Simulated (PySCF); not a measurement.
**C2H2FGe (SMILES C#[C][GeH][F]): UPBE/cc-pVDZ**

Aim: the energy change on altering one bond length of C2H2FGe at UPBE/cc-pVDZ, from 2 runs. The job is set up through a Python script.

The results are computed with PySCF 2.14.0.

2 further runs of the same task are left out: 2 set aside as unsound or not needed.

## (1) The system as given

The species is C2H2FGe (6 atoms), meant as a doublet with charge 0. SMILES: `C#[C][GeH][F]`. The coordinates come from a PBE0-D4/def2-TZVP relaxation.

Bond lengths: C1–C2 1.208 Å, C2–Ge3 1.890 Å, Ge3–F4 1.742 Å, C1–H5 1.066 Å, Ge3–H6 1.546 Å. Angles: C1–C2–Ge3 172.4°, C2–Ge3–F4 106.6°, C2–C1–H5 178.7°, C2–Ge3–H6 112.0°, F4–Ge3–H6 106.4°.

## (2) A single-point energy at UPBE/cc-pVDZ

Contents of input.xyz:

```xyz
6

C     -0.259200     0.074500    -1.769000
C      0.006200     0.034600    -0.591400
Ge     0.661100    -0.021100     1.180400
F     -0.021800    -1.442400     1.919600
H     -0.516900     0.107000    -2.803300
H      0.172500     1.183400     2.017600
```

Contents of input.py:

```python
from pyscf import gto, dft

molecule = gto.Mole()
molecule.atom = 'input.xyz'
molecule.basis = 'cc-pvdz'
molecule.max_memory = 1860
molecule.spin = 1
molecule.verbose = 3
molecule.build()

mf = dft.UKS(molecule)
mf.xc = 'pbe'
mf.conv_tol = 1e-10
mf.grids.level = 5
mf.kernel()
if not mf.converged:
    mf = mf.newton().run(mf.mo_coeff, mf.mo_occ)

e_tot = mf.e_tot
print('Final energy', e_tot)
```

Run with:

```console
$ OMP_NUM_THREADS=1 python input.py
```

The log of the run:

```text
converged SCF energy = -2253.64011867646  <S^2> = 0.75181068  2S+1 = 2.0018099
Final energy -2253.640118676455
```

Run time: 33 s. Hardware: 1 thread of Arm Neoverse V2, shared host; peak memory 0.43 GiB.

## (3) The distorted shape

Contents of job.py:

```python
from pyscf import gto, dft

molecule = gto.M(
    atom='''
C     -0.212846    -0.542006    -3.817506
C      0.288688    -0.617406    -1.592164
Ge     1.526269    -0.722663     1.756053
F      0.235775    -3.408531     3.152938
H     -0.699828    -0.480589    -5.772049
H      0.325978     2.236302     3.812711
''',
    max_memory=1860,
    verbose=3,
    unit='bohr',
    spin=1,
    basis='cc-pvdz',
)

myscf = dft.UKS(molecule)
myscf.xc = 'pbe'
myscf.conv_tol = 1e-10
myscf.grids.level = 5
myscf.kernel()
if not myscf.converged:
    myscf = myscf.newton().run(myscf.mo_coeff, myscf.mo_occ)

energy = myscf.e_tot
print('E(%s) = %.9f' % ('PBE', energy))
```

Run with:

```console
$ OMP_NUM_THREADS=1 python job.py
```

The log of the run:

```text
WARN: HOMO -0.19483870414101 >= LUMO -0.194838704141008

converged SCF energy = -2253.61389300386  <S^2> = 0.75652417  2S+1 = 2.0065136
E(PBE) = -2253.613893004
```

It took 35 s on 1 thread of Arm Neoverse V2, shared host; peak memory 0.43 GiB.

## (4) What came out

At UPBE/cc-pVDZ:

| quantity | value |
| --- | --- |
| first shape: total energy | -2253.64012 Eh |
| first shape: dipole moment | 1.98 D |
| first shape: HOMO energy (highest over α and β) | -5.40 eV |
| first shape: LUMO energy (lowest over α and β) | -4.16 eV |
| first shape: ⟨S²⟩ | 0.752 |
| distorted shape: total energy | -2253.61389 Eh |
| distorted shape: dipole moment | 2.12 D |
| distorted shape: HOMO energy (highest over α and β) | -5.64 eV |
| distorted shape: LUMO energy (lowest over α and β) | -4.48 eV |
| distorted shape: ⟨S²⟩ | 0.757 |
| energy change with the Ge3–H6 bond stretched from 1.546 to 2.010 Å | 0.714 eV |

**Reading.** With the Ge3–H6 bond stretched from 1.546 to 2.010 Å the energy rises by 0.71 eV (68.9 kJ/mol). The first shape isn't relaxed at this level, so the change isn't measured from a minimum. Mulliken charges (first shape) run from -0.30 on F4 to +0.40 on Ge3; they depend strongly on the basis.
